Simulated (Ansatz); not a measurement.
# Li5HC: the cost of one run

Method: DFT PBEsol, scalar-relativistic, plane waves, PAW, in Ansatz 0.2.0.

2 further runs of the same task are left out: 2 set aside as unsound or not needed.

### 1 Starting point

The structure is trigonal, space group P3m1 (No. 156). Conventional cell: a = 3.057 Å, b = 3.057 Å, c = 26.997 Å, α = 90.00°, β = 90.00°, γ = 120.00°. Li (site symmetry 3m) has 9 Li at 3.06 Å as nearest neighbours. Around Li (site symmetry 3m) lie 12 Li at 3.02 to 3.06 Å. Li (site symmetry 3m) has 12 Li at 2.94 to 3.06 Å as nearest neighbours. Around Li (site symmetry 3m) lie 9 Li at 2.94 to 3.06 Å.

As a file:

```
Li
1.0
     3.05692    0.00000    0.00000
    -1.52846    2.64737    0.00000
     0.00000    0.00000   26.99658
Li
5
Direct
  0.66667 0.33333 0.31485
  0.00000 0.00000 0.40745
  0.66667 0.33333 0.49825
  0.33333 0.66667 0.58880
  0.66667 0.33333 0.67603
```

Miller indices refer to the conventional cell of the relaxed bulk, R-3m (No. 166): a = 3.057 Å, b = 3.057 Å, c = 22.490 Å, α = 90.00°, β = 90.00°, γ = 120.00°.

This (001) slab, 10.0 Å thick as cut, with 17 Å of vacuum; its outer planes are Li (top) and Li (bottom), was relaxed beforehand with its lower half held: -1014.4471 eV, work function 3.26 eV (top face), 3.34 eV (bottom face).

### 2 CH at the top (Li) site

The input, input.yaml:

```yaml
crystal:
  lattice:
    - [3.0569172096, 0.0, 0.0]
    - [-1.5284586048, 2.6473679608, 0.0]
    - [0.0, 0.0, 30.0965768339]
  atoms:
    - { symbol: Li, position: [0.6666666667, 0.3333333333, 0.2824241456] }
    - { symbol: Li, position: [0.0, 0.0, 0.3654831141] }
    - { symbol: Li, position: [0.6666666667, 0.3333333333, 0.4469250466] }
    - { symbol: Li, position: [0.3333333333, 0.6666666667, 0.5281491859] }
    - { symbol: Li, position: [0.6666666667, 0.3333333333, 0.606396702] }
    - { symbol: C, position: [0.6666666667, 0.3333333333, 0.674178497] }
    - { symbol: H, position: [0.6666666667, 0.3333333333, 0.7107275041] }
basis:
  ecutwfc: 420
kpoints:
  mp_grid: { grid: [12, 12, 1] }
hamiltonian:
  xc: pbesol
scf:
  occupations: { method: gaussian, width: 0.1 }
output:
  forces: true
  eigenvalues: true
relax:
  adjacent_minimum: "off"
  f_tol: 0.03
  max_steps: 70
  constraints: [{ sites: [0, 1] }]
efield:
  axis: 3
  dipole_correction: true
```

Q: Estimate wall time and peak memory on 1 thread of an x86-64 CPU, shared host.

About 42 s, with a peak of 0.48 GiB.
